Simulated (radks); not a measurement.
# Sm²⁺ in [Xe] 4f5 6p1: an all-electron calculation

Wanted: eigenvalues, radial structure and energy terms of the samarium ion Sm2+.

Program: radks (a radial shooting solver on a logarithmic mesh, Libxc functionals) version 1. Level of theory: non-relativistic Kohn-Sham, exchange-only r2SCAN, spin-unpolarised, spherical densities, point nucleus. These are calculated values, not measurements, unless marked.

## Step 1: The atom as given

* element: samarium (Z = 62)
* charge: +2
* electrons: 60
* configuration: [Xe] 4f5 6p1

Outer shells as boxes (Hund's rule):

Sm²⁺
```
[Xe] core
4f [↑ ][↑ ][↑ ][↑ ][↑ ][  ][  ]
6p [↑ ][  ][  ]
```

## Step 2: The calculation

The run's settings:

```text
Z 62
configuration [Xe] 4f5 6p1 6s0 5d0
relativity non-relativistic
functional r2scan,
spin unpolarised
nucleus point
```

**Question.** What will this run give?

The runs gave:

```
                        quantity                value
                    total energy  -10033.4856 hartree
exchange-correlation share of it               2.22 %
                            −T/E               1.0000
          highest occupied level       6p, -10.938 eV
    most extended occupied level  6p, <r> = 4.34 bohr
 radius at density 0.001 e/bohr³            4.70 bohr
    maxima of the radial density                    4
```

The radial density shows 4 maxima for 6 occupied principal shells; where shells overlap, one shows as a shoulder or not at all. The ratio −T/E is 1.0000; for a non-relativistic Coulomb system it is 1 up to the kinetic part of correlation. This is not the tabulated ground configuration, so its levels and sizes aren't those of the ground state, and no measured value stands beside it.
